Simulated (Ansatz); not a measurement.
# ZnSe2: the cost of one run

Program: Ansatz 0.2.0. Level of theory: DFT r2SCAN, scalar-relativistic, plane waves, PAW. These are calculated values, not measurements.

## (1) The structure to begin with

It takes space group Pa-3 (No. 205, cubic). Conventional cell: a = 6.374 Å, b = 6.374 Å, c = 6.374 Å, α = 90.00°, β = 90.00°, γ = 90.00°. Zn (site symmetry -3) is surrounded by 6 Se at 2.68 Å. Around Se (site symmetry 3) lie 1 Se at 2.40 Å and 3 Zn at 2.68 Å.

As a file:

```cif
data_structure
_symmetry_space_group_name_H-M 'Pa-3'
_symmetry_Int_Tables_number 205
_cell_length_a 6.3741
_cell_length_b 6.3741
_cell_length_c 6.3741
_cell_angle_alpha 90.000
_cell_angle_beta 90.000
_cell_angle_gamma 90.000
_cell_volume 258.98
loop_
_atom_site_label
_atom_site_type_symbol
_atom_site_symmetry_multiplicity
_atom_site_Wyckoff_symbol
_atom_site_fract_x
_atom_site_fract_y
_atom_site_fract_z
_atom_site_occupancy
Zn1 Zn 4 a 0.50000 0.50000 0.00000 1
Se1 Se 8 c 0.10852 0.89148 0.39148 1
```

The structure comes from the Materials Project (structure only).

## (2) Self-consistent density

The input, input.yaml:

```yaml
crystal:
  lattice:
    - [6.374129, 0.0, 0.0]
    - [0.0, 6.374129, 0.0]
    - [0.0, 0.0, 6.374129]
  atoms:
    - { symbol: Zn, position: [0.5, 0.5, 0.0] }
    - { symbol: Zn, position: [0.5, 0.0, 0.5] }
    - { symbol: Zn, position: [0.0, 0.5, 0.5] }
    - { symbol: Zn, position: [0.0, 0.0, 0.0] }
    - { symbol: Se, position: [0.108523, 0.891477, 0.391477] }
    - { symbol: Se, position: [0.891477, 0.391477, 0.108523] }
    - { symbol: Se, position: [0.391477, 0.108523, 0.891477] }
    - { symbol: Se, position: [0.608523, 0.608523, 0.608523] }
    - { symbol: Se, position: [0.891477, 0.108523, 0.608523] }
    - { symbol: Se, position: [0.108523, 0.608523, 0.891477] }
    - { symbol: Se, position: [0.608523, 0.891477, 0.108523] }
    - { symbol: Se, position: [0.391477, 0.391477, 0.391477] }
basis:
  ecutwfc: 500
  fft_grid_basis: typed
kpoints:
  mp_grid: { grid: [4, 4, 4] }
hamiltonian:
  xc: r2scan
  pseudopotentials: { kind: paw }
scf:
  occupations: { method: gaussian, width: 0.05 }
output:
  forces: true
  stress: true
  eigenvalues: true
  bader: true
  write_density: true
  volumetric_format: npy
  elf: true
```

Started as:

```
$ ansatz run input.yaml --threads 2 --pin off --max-ram 4096MiB --backend cpu --events-out ev --progress --plain --runs-dir out
```

What time and memory should one allow on 2 threads of Intel Xeon 6975P-C (Granite Rapids), shared host?

About 70 s, with a peak of 1.3 GiB.
